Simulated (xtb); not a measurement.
**C2H7NOSi (SMILES N[Si]1(O)CC1) at GFN2-xTB**

Aim: an optimisation with harmonic vibrations of C2H7NOSi. 

The results are computed with xtb 6.7.1.

18 further runs of the same task are left out: 18 set aside as unsound or not needed.

### 1 The system as given

C2H7NOSi: 12 atoms, total charge 0, spin state singlet. As SMILES, `N[Si]1(O)CC1`. The shape is that of a PBE0-D4/def2-TZVP optimisation. This is one conformer, not always the lowest. The run starts from this shape.

Bond lengths: N1–Si2 1.705 Å, Si2–O3 1.639 Å, Si2–C4 1.816 Å, Si2–C5 1.818 Å, C4–C5 1.595 Å, N1–H6 1.007 Å, N1–H7 1.006 Å, O3–H8 0.959 Å, C4–H9 1.086 Å, C4–H10 1.086 Å, C5–H11 1.087 Å, C5–H12 1.086 Å. Some angles: N1–Si2–O3 110.6°, N1–Si2–C4 126.8°, N1–Si2–C5 119.0°, O3–Si2–C4 115.3°, O3–Si2–C5 122.1°, C4–Si2–C5 52.1°, Si2–C4–C5 64.0°, Si2–C5–C4 63.9°, Si2–N1–H6 121.3°, Si2–N1–H7 119.6°.

### 2 An optimisation with harmonic vibrations at GFN2-xTB

File geom.xyz:

```xyz
12
C2H7NOSi
N     -1.526600    -0.226600     1.088800
Si     0.054700    -0.215700     0.451700
O      1.088500    -0.992400     1.459500
C      0.802600     1.075400    -0.583000
C      0.278500    -0.220100    -1.352700
H     -1.738500     0.210300     1.971300
H     -2.314600    -0.202800     0.463100
H      0.770000    -1.825800     1.812300
H      0.262900     1.988900    -0.815300
H      1.878900     1.218600    -0.612900
H     -0.543500    -0.047500    -2.042300
H      1.064100    -0.817500    -1.806500
```

Started as:

```sh
xtb geom.xyz --chrg 0 --ohess vtight > run.log 2> xtb.err
```

**Question.** What will come out? Wanted: total energy at the end; dipole moment; HOMO energy; LUMO energy; HOMO–LUMO gap; dispersion energy; mean polarisability; lowest harmonic wavenumber; highest harmonic wavenumber.

**Answer.** As computed:

At GFN2-xTB:

| quantity | value |
| --- | --- |
| total energy at the end | -16.55539 Eh |
| dipole moment | 2.02 D |
| HOMO energy | -8.99 eV |
| LUMO energy | -3.87 eV |
| HOMO–LUMO gap | 5.12 eV |
| dispersion energy | -17.03 kJ/mol |
| mean polarisability (D4 model) | 65.1 bohr³ |
| lowest harmonic wavenumber | 162 cm⁻¹ |
| highest harmonic wavenumber | 3644 cm⁻¹ |
| zero-point energy | 243.2 kJ/mol |

**Reading.** At the final geometry: Bond lengths: N1–Si2 1.726 Å, Si2–O3 1.626 Å, Si2–C4 1.872 Å, Si2–C5 1.871 Å, C4–C5 1.563 Å, N1–H6 1.009 Å, N1–H7 1.007 Å, O3–H8 0.955 Å, C4–H9 1.082 Å, C4–H10 1.080 Å, C5–H11 1.081 Å, C5–H12 1.081 Å. Some angles: N1–Si2–O3 110.1°, N1–Si2–C4 127.9°, N1–Si2–C5 119.4°, O3–Si2–C4 116.3°, O3–Si2–C5 122.1°, C4–Si2–C5 49.4°, Si2–C4–C5 65.3°, Si2–C5–C4 65.3°, Si2–N1–H6 116.8°, Si2–N1–H7 117.1°. All 30 modes are real, so the shape is a minimum at this level. Mulliken charges run from -0.47 on O3 to +0.52 on Si2.
